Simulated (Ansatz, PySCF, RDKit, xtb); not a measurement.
# B3ClO+: a search for the lowest isomer

Given the formula B3ClO+ (charge +1, odd number of electrons) and nothing else, which arrangement of the atoms is the most stable in the gas at 298.15 K, and what are its properties?

Plan: many cheap relaxations first (GFN2-xTB), then density-functional screening, relaxation at PBE0-D3(BJ)/pcseg-1, vibrations and a final energy. The numbers are computed, not measured.

5 further runs of the same task are left out: 1 that didn't finish, 4 set aside as unsound or not needed.

### Step 1. Possible bonding patterns

All bonding patterns within simple valence rules are listed by program: one Lewis structure each, at most two rings and one unusual centre or charged pair. O–O, O–halogen and N–halogen bonds and N–N–N chains are not drawn. That gives 16 candidates.

c073 [B]=[B-](Cl)[O+]=[B+]; c105 [O]B1[B+]B1Cl; c134 [O][B-]1(Cl)[B+][B+]1; c145 [B]=[O+]/B=B\Cl; c164 Cl[B][O+]1B=B1; c240 [B+]=[B-](Cl)[B+][O]; c276 [B]=BO[B+]Cl; c375 [B+]=BB([O])Cl; c379 Cl[B]B1[B+]O1; c462 O=B[B][B+]Cl; c491 [B+]=[B-]([O])[B+]Cl; c535 ClB1[B][B+]O1; c546 ClB1[B]O[B+]1; c666 [B]=[O+]/B=B/Cl; c891 Cl[B-]12[B][O+]1[B+]2; c972 ClB1B2[B][O+]12.

Candidates are built by distance geometry, with a force field where one applies, in up to four conformers (letters a to d). 10 starts with atoms placed at random are added, to find patterns that the rules miss.

Q: Predict the outcome of this search (final energies at CCSD(T)/def2-SVP + MP2/def2-TZVPP - MP2/def2-SVP).

| quantity | value |
| --- | --- |
| lowest structure found | O=B[B][B+]Cl, doublet, C∞v |
| next finalist | Cl[B]B1[B+]O1, doublet, 12.5 kcal/mol higher in G |
| share at equilibrium, among the finalists | 100.0 % |
| harmonic wavenumbers, lowest and highest (PBE0-D3(BJ)/pcseg-1) | 87 and 2062 cm⁻¹ |
| rotational constants, same geometry | 0.03412 cm⁻¹ |
| HOMO energy (highest over α and β) (PBE0/def2-TZVPD) | -13.47 eV |
| LUMO energy (lowest over α and β) (PBE0/def2-TZVPD) | -11.09 eV |
| lowest excitation (TD-CAM-B3LYP/def2-SVPD) | 0.12 eV (f = 0.000) |
| vertical ionisation energy (to the singlet ion of charge +2) | 15.64 eV |
| vertical recombination energy (electron added) | 8.14 eV |
| vertical quartet less doublet | +2.97 eV |

The lowest structure found is `O=B[B][B+]Cl`. Among the finalists first place is clear (12.5 kcal/mol); structures outside the list aren't covered. GFN2-xTB, HF/STO-3G, r2SCAN-D4/def2-SVP, PBE0-D3(BJ)/pcseg-1, HF/def2-SVP and MP2/def2-SVP already put its bonding pattern lowest among the structures in one piece. 4 minima inside the window were never screened. The lowest root, under 0.4 eV, can be the other component of a degenerate ground state rather than an excitation. The stability test raises a flag; for an open shell a flag towards a general spinor solution can be the free rotation of the spin. The search is not exhaustive (a finite list of starts, one conformer a finalist), so a lower isomer can't be ruled out.
